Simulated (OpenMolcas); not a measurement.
# Pd²⁺ in Cs2NaYCl6: CASSCF and CASPT2 levels and susceptibility

Aim: the ligand-field states of Pd²⁺ in this surrounding, its lowest levels with spin-orbit coupling and its magnetic susceptibility.

Method: state-averaged CASSCF and CASPT2, spin-orbit coupling by RASSI with atomic mean-field integrals. Code: OpenMolcas 26.06.

## 1. The atom as given

* Species: Pd²⁺ (palladium, Z = 46, 44 electrons)
* Basis: ANO-RCC-VTZP [7s6p4d2f1g], 176 functions with the ligands
* Scalar Hamiltonian: DKH2, point nucleus
* Inactive shells: 1s 2s 2p 3s 3p 3d 4s 4p of the metal, and all ligand shells
* Active space: 8 electrons in 5 orbitals (4d)
* Some configurations of this space: 4d8
* Orbitals: optimised for each spin and parity, averaged over all roots

Outer shells as boxes (Hund's rule):

4d8
```
4d [↑↓][↑↓][↑↓][↑ ][↑ ]
```

Pd²⁺ is taken with its 6 nearest chloride ions at 2.619 Å, on the cation site of Cs2NaYCl6 (a = 10.7396 Å). The rest of the host is ab initio model potentials to 7.6 Å and point charges beyond; the distance is set by hand, nothing relaxes, and no local charge compensation is placed. Ligand basis ANO-RCC-VDZP.

```xyz
15

Pd    0.0000    0.0000    0.0000
Cl    2.6190    0.0000    0.0000
Cl    0.0000    2.6190    0.0000
Cl   -2.6190    0.0000    0.0000
Cl    0.0000   -2.6190    0.0000
Cl    0.0000    0.0000    2.6190
Cl    0.0000    0.0000   -2.6190
Cs    2.6849   -2.6849   -2.6849
Cs   -2.6849    2.6849    2.6849
Cs    2.6849   -2.6849    2.6849
Cs   -2.6849    2.6849   -2.6849
Cs    2.6849    2.6849   -2.6849
Cs   -2.6849   -2.6849    2.6849
Cs    2.6849    2.6849    2.6849
Cs   -2.6849   -2.6849   -2.6849
```

The work runs as a chain of OpenMolcas steps in one folder; each step below is one input file. Labels, J, g values, rates, χT and fits are worked out afterwards by a script from the matrices that RASSI stores.

## 2. Basis and integrals

File a.inp:

```
&GATEWAY
Basis set
Pd.ANO-RCC-VTZP.
Pd1 0.0 0.0 0.0 Angstrom
End of basis
Basis set
Cl.ANO-RCC-VDZP.
L1 2.619000 0.000000 0.000000 Angstrom
L2 0.000000 2.619000 0.000000 Angstrom
L3 0.000000 0.000000 2.619000 Angstrom
End of basis
Basis set
Cs.EMB-AIMP.Al-Abdalla.0s.0s.ECP.Cs2NaYCl6.
PseudoCharge
* 4 symmetry-unique lattice sites within 7.6 angstrom
End of basis
Basis set
Na.EMB-AIMP.Al-Abdalla.0s.0s.ECP.Cs2NaYCl6.
PseudoCharge
* 3 symmetry-unique lattice sites within 7.6 angstrom
End of basis
Basis set
Cl.EMB-AIMP.Al-Abdalla.0s.0s.ECP.Cs2NaYCl6.
PseudoCharge
* 12 symmetry-unique lattice sites within 7.6 angstrom
End of basis
Basis set
Y.EMB-AIMP.Al-Abdalla.0s.0s.ECP.Cs2NaYCl6.
PseudoCharge
* 6 symmetry-unique lattice sites within 7.6 angstrom
End of basis
Symmetry
XYZ
AngMom=0.0 0.0 0.0
AMFI
RICD
XField
1564 Angstrom 0
* Evjen-weighted lattice charges
&SEWARD
```

The run is started by

```console
$ OMP_NUM_THREADS=1 MOLCAS_MEM=2457 MOLCAS_PROJECT=a pymolcas a.inp > a.log
```

## 3. Reference wave functions, triplets, 10 roots

File a.inp:

```
&RASSCF
FileOrb=start.orb
Symmetry=1
Spin=3
nActEl=8 0 0
Inactive=36 36
Ras2=5 0
CIRoot=10 10 1
SDav=10
CIMx=300
Iter=150 100
PrWF=0.3
OrbListing=Nothing
MaxOrb=0
LevShft=1.0
>>> COPY $Project.JobIph JOB001
```

start.orb holds start orbitals that the driver prepared beforehand, or those of the step before.

## 4. CASSCF: singlets, 15 roots

File a.inp:

```
&RASSCF
FileOrb=start.orb
Symmetry=1
Spin=1
nActEl=8 0 0
Inactive=36 36
Ras2=5 0
CIRoot=15 15 1
SDav=15
CIMx=300
Iter=150 100
PrWF=0.3
OrbListing=Nothing
MaxOrb=0
LevShft=1.0
>>> COPY $Project.JobIph JOB002
```

## 5. State interaction with spin-orbit coupling

File a.inp:

```
&RASSI
NrOfJobIphs=2 10 15
1 2 3 4 5 6 7 8 9 10
1 2 3 4 5 6 7 8 9 10 11 12 13 14 15
IphNames
JOB001
JOB002
EJob
SpinOrbit
DIPRint=1.0
SOCoupling=1000.0
Subsets=2
Property=9
'ANGMOM' 1 'ANGMOM' 2 'ANGMOM' 3 'MLTPL  1' 1 'MLTPL  1' 2 'MLTPL  1' 3
'AMFI' 1 'AMFI' 2 'AMFI' 3
SOProperty=3
'ANGMOM' 1 'ANGMOM' 2 'ANGMOM' 3
```

## 6. CASPT2: IPEA 0.25, imaginary shift 0.1 (closed shells correlated: 4s 4p of the metal, with ligand shells; the Frozen line counts the rest)

File a.inp:

```
>>> COPY JOB001 $Project.JobIph
&CASPT2
Multistate=10 1 2 3 4 5 6 7 8 9 10
NoMult
Frozen=23 21
IPEA=0.25
Imaginary=0.1
MaxIter=60
WThr=0.0 0.3 0.05
PrWF=0.5
NoMix
>>> COPY JOB002 $Project.JobIph
&CASPT2
Multistate=15 1 2 3 4 5 6 7 8 9 10 11 12 13 14 15
NoMult
Frozen=23 21
IPEA=0.25
Imaginary=0.1
MaxIter=60
WThr=0.0 0.3 0.05
PrWF=0.5
NoMix
```

(Steps that only read results are left out.)

What does the calculation give? Wanted: spin-free ground state; first state of the same spin within the active space; lowest level; next level.

The runs gave:

```
                                            quantity                                                                                                                                          value
                                              method  SS-CASPT2, IPEA 0.25, imaginary shift 0.1 (closed shells correlated: 4s 4p of the metal, with ligand shells; the Frozen line counts the rest)
                              spin-free ground state                                                                                                                3A2, 1-fold in its orbital part
first state of the same spin within the active space                                                                                                                              3T2 at 11000 cm⁻¹
                                        lowest level                                                                                                                                      3-fold T2
                                          next level                                                                                                                                    6088.9 cm⁻¹
                                         χT at 300 K                                                                                                                                 1.46 cm³ K/mol
                           effective moment at 300 K                                                                                                                                        3.41 μB
```

Cost by method:

```tsv
method	time of its own steps	time with the reference
A. CASSCF	41 s	41 s
B. SS-CASPT2, IPEA 0.25, imaginary shift 0.1, +4s 4p	2 min	2.7 min
```

Times are of one thread on a shared host.

What this shows: The spin-free ground state (3A2) is 1-fold and keeps the highest spin of the shell. χT at 300 K is 1.46, against 1.00 cm³ K/mol for the spin alone, so orbital moment adds to it. CASPT2 does not keep the components of a term degenerate, and the means are used.
